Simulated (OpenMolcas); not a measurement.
# Dy³⁺ among point charges: CASSCF levels and susceptibility

Aim: the splitting of the states of Dy³⁺ in the field of 6 point charges, its lowest levels with spin-orbit coupling and its magnetic susceptibility.

Program: OpenMolcas 26.06. Level of theory: state-averaged CASSCF, spin-orbit coupling by RASSI with atomic mean-field integrals. These are calculated values, not measurements, unless marked.

## (1) Starting point

| Quantity | Value |
| --- | --- |
| Species | Dy³⁺ (dysprosium, Z = 66, 63 electrons) |
| Basis | ANO-RCC-VDZP [7s6p4d2f1g], 68 functions |
| Scalar Hamiltonian | DKH2, point nucleus |
| Inactive shells | 1s 2s 2p 3s 3p 3d 4s 4p 4d 5s 5p |
| Active space | 9 electrons in 7 orbitals (4f) |
| Some configurations of this space | 4f⁹ |
| Orbitals | optimised for the highest spin of each parity, averaged over all roots |

Outer shells as boxes (Hund's rule):

4f9
```
4f [↑↓][↑↓][↑ ][↑ ][↑ ][↑ ][↑ ]
```

The ion sits among 6 point charges of -0.5 e arranged as a tetragonal octahedron (D4h), 2.39 Å from the ion, with the axial distance 2.605 Å.

Each step is its own input file, run in one work folder so that later steps find the files of earlier ones. Labels, J, g values, rates, χT and fits are worked out afterwards by a script from the matrices that RASSI stores. The input lists half of the charges; inversion (Group=XYZ) makes the rest.

## (2) GATEWAY and SEWARD: basis and integrals

Contents of a.inp:

```
&GATEWAY
Coord
1

Dy 0.0 0.0 0.0
Basis=ANO-RCC-VDZP
Group=XYZ
NoMove
AngMom=0.0 0.0 0.0
AMFI
XField
3 Angstrom 0
2.390000 0.000000 0.000000 -0.500000
0.000000 2.390000 0.000000 -0.500000
0.000000 0.000000 2.605100 -0.500000
&SEWARD
```

Run with:

```console
$ OMP_NUM_THREADS=1 MOLCAS_MEM=2252 MOLCAS_PROJECT=a pymolcas a.inp > a.log
```

## (3) Reference wave functions, sextets of odd parity, 21 roots

Contents of a.inp:

```
&RASSCF
FileOrb=start.orb
Symmetry=2
Spin=6
nActEl=9 0 0
Inactive=15 12
Ras2=0 7
CIRoot=21 21 1
SDav=21
CIMx=300
Iter=120 100
PrWF=0.3
OrbListing=Nothing
MaxOrb=0
>>> COPY $Project.JobIph JOB001
```

start.orb holds the contracted functions of the basis, ordered by shell, or the orbitals of the step before.

## (4) CASSCF: quartets of odd parity, 162 roots

Contents of a.inp:

```
&RASSCF
FileOrb=start.orb
Symmetry=2
Spin=4
nActEl=9 0 0
Inactive=15 12
Ras2=0 7
CIRoot=162 162 1
SDav=224
CIMx=300
Iter=120 100
PrWF=0.3
OrbListing=Nothing
MaxOrb=0
CIOnly
>>> COPY $Project.JobIph JOB002
```

## (5) CASSCF: doublets of odd parity, 162 roots

Contents of a.inp:

```
&RASSCF
FileOrb=start.orb
Symmetry=2
Spin=2
nActEl=9 0 0
Inactive=15 12
Ras2=0 7
CIRoot=162 162 1
SDav=490
CIMx=300
Iter=120 100
PrWF=0.3
OrbListing=Nothing
MaxOrb=0
CIOnly
>>> COPY $Project.JobIph JOB003
```

## (6) State interaction with spin-orbit coupling

Contents of a.inp:

```
&RASSI
NrOfJobIphs=3 21 108 41
1 2 3 4 5 6 7 8 9 10 11 12 13 14 15 16 17 18 19 20 21
1 2 3 4 5 6 7 8 9 10 11 12 13 14 15 16 17 18 19 20 21 22 23 24 25 26 27
28 29 30 31 32 33 34 35 36 37 38 39 40 41 42 43 44 45 46 47 48 49 50 51
52 53 54 55 56 57 58 59 60 61 62 63 64 65 66 67 68 69 70 71 72 73 74 75
76 77 78 79 80 81 82 83 84 85 86 87 88 89 90 91 92 93 94 95 96 97 98 99
100 101 102 103 104 105 106 107 108
1 2 3 4 5 6 7 8 9 10 11 12 13 14 15 16 17 18 19 20 21 22 23 24 25 26 27
28 29 30 31 32 33 34 35 36 37 38 39 40 41
IphNames
JOB001
JOB002
JOB003
EJob
SpinOrbit
DIPRint=1.0
SOCoupling=1000.0
Subsets=2
Property=9
'ANGMOM' 1 'ANGMOM' 2 'ANGMOM' 3 'MLTPL  1' 1 'MLTPL  1' 2 'MLTPL  1' 3
'AMFI' 1 'AMFI' 2 'AMFI' 3
SOProperty=3
'ANGMOM' 1 'ANGMOM' 2 'ANGMOM' 3
```

Before running it: what results should come out? Wanted: spin-free ground state; first state of the same spin within the active space; lowest level; next level.

As calculated:

| quantity | value |
| --- | --- |
| method | CASSCF |
| spin-free ground state | 6A2, 1-fold in its orbital part |
| first state of the same spin within the active space | 6E at 17.5 cm⁻¹ |
| lowest level | 2-fold E1/2, g = 0.88, 10.39, 10.39 |
| next level | 7.5 cm⁻¹ |
| χT at 300 K | 14.04 cm³ K/mol |
| effective moment at 300 K | 10.60 μB |

What this shows: The spin-free ground state (6A2) comes to 100 % from free-ion H terms and keeps the highest spin of the shell. The quartets, doublets rest on orbitals optimised for another spin in at least one step, which raises them against the optimised states. Not all states of the active space went into the spin-orbit step. High states of lower spin are left out of the spin-orbit mixing, and CASSCF puts spin-flip levels too high. This is an electrostatic model: the charges have no orbitals.
